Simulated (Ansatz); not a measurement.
Task: a single point of Ta2H, space group P-4m2, with Ansatz 0.2.0, Python API. Give the script and its output. Use: LDA, PAW, cutoff 320 eV, 7×7×6 k-points, cold smearing of 0.1 eV.

```
Ta H
1.0
     3.37244    0.00000    0.00000
     0.00000    3.37244    0.00000
     0.00000    0.00000    3.41011
Ta H
2 1
Direct
  0.50000 0.00000 0.74132
  0.00000 0.50000 0.25868
  0.00000 0.00000 0.00000
```

Script `run_scf.py`:
```python
'''Self-consistent field of Ta2H at the given structure.'''

from collections import Counter
import warnings

import ansatz as az
from pymatgen.core import Structure
from pymatgen.symmetry.analyzer import SpacegroupAnalyzer

system = (
    az.Lattice.from_parameters(3.372436, 3.372436, 3.410112, alpha=90, beta=90, gamma=90)
    .space_group(115, hermann_mauguin='P-4m2')
    .atom('Ta', [0.5, 0.0, 0.741323])
    .atom('H', [0.0, 0.0, 0.0])
)

# functional, basis and sampling
calculation = (
    system.calculation()
    .kpoints(length=22)
    .functional('LDA')
    .scf(tolerance=1e-09, extra_bands=16)
    .basis(320)
    .occupations('cold')
    .accuracy('low')
)
with warnings.catch_warnings(record=True) as caught:
    warnings.simplefilter('always')
    result = calculation.run()
print('warnings raised:', sorted(w.category.__name__ for w in caught) or 'none')
data = result.report

print('%-22s %14.5f eV' % ('F = E - TS', data['free_energy_ev']))
print('%-22s %14.5f eV' % ('E', data['internal_energy_ev']))
print('%-22s %14.5f eV' % ('Harris-Foulkes', data['harris_foulkes_ev']))
print('%-22s %14.5f eV' % ('Fermi level', data['fermi_energy_ev']))

final = Structure(result.lattice.cell_ang, [s.symbol for s in result.lattice.sites], [s.position_frac for s in result.lattice.sites])
analyser = SpacegroupAnalyzer(final, symprec=0.01)
standard = analyser.get_conventional_standard_structure()
print(analyser.get_crystal_system(), analyser.get_space_group_symbol(), len(standard), 'atoms in the conventional cell')
print('a b c (A):', [round(x, 4) for x in standard.lattice.abc], ' angles:', [round(x, 2) for x in standard.lattice.angles])
print(f'mass density {float(final.density):.3f} g/cm^3')

# accept the result only where the loop met its thresholds and nothing is doubted
problems = list(data['published_state_doubts'])
if not data['converged'] or data.get('closed_by') != 'deck_thresholds':
    problems.append('loop closed by ' + str(data.get('closed_by')))
print('accepted' if not problems else f'check before use: {problems}')

# first shell of each atom, within 15 % of its shortest distance
shortest = {}
for site, neighbours in zip(final, final.get_all_neighbors(5.0)):
    for other in neighbours:
        pair = '-'.join(sorted((site.specie.symbol, other.specie.symbol)))
        shortest[pair] = min(shortest.get(pair, 9e9), other.nn_distance)
for pair, distance in sorted(shortest.items(), key=lambda item: item[1]):
    print(f'shortest {pair:6s} {distance:.4f} A')

terms = data['components']
print({name: round(terms[name], 3) for name in ('e_kinetic', 'e_hartree', 'e_xc', 'e_local', 'e_nonlocal')})
```

Output of `python run_scf.py`:
```text
warnings raised: ['DeckWarning', 'PlacementWarning']
F = E - TS               -19381.24532 eV
E                        -19381.24960 eV
Harris-Foulkes           -19381.24532 eV
Fermi level                  17.24656 eV
tetragonal P-4m2 3 atoms in the conventional cell
a b c (A): [3.3724, 3.3724, 3.4101]  angles: [90.0, 90.0, 90.0]
mass density 15.538 g/cm^3
accepted
shortest H-Ta   1.9030 A
shortest Ta-Ta  2.8975 A
shortest H-H    3.3724 A
{'e_kinetic': 747.116, 'e_hartree': 397.755, 'e_xc': -443.184, 'e_local': -1164.559, 'e_nonlocal': 41.604}
```

Caveats:
- These settings explore the input space; cutoff and mesh may be short of convergence.
- The cutoff lies under the one recommended for these potentials.
- The energy terms are those on the plane-wave grid, with the one-centre PAW part apart; the terms shown are only some of the summands, so they needn't add up to F.
- The negative TS is no error: cold and Methfessel-Paxton smearing have a generalised entropy.
- The mesh is modest for a metal, so energies can be off by several to tens of meV an atom and pressures by half a GPa or more; differences at equal mesh fare better.
- The zero of the levels is a convention of the potentials, so an absolute Fermi energy is no work function.
- Spin-orbit coupling, which matters for elements this heavy, is left out.
- This cell is a computed structure, which may not be the phase found in nature.
- The whole script took 2.4 s on 1 thread of AMD EPYC 7R13 Processor (Zen 3), on a shared host, peak memory 0.42 GiB.
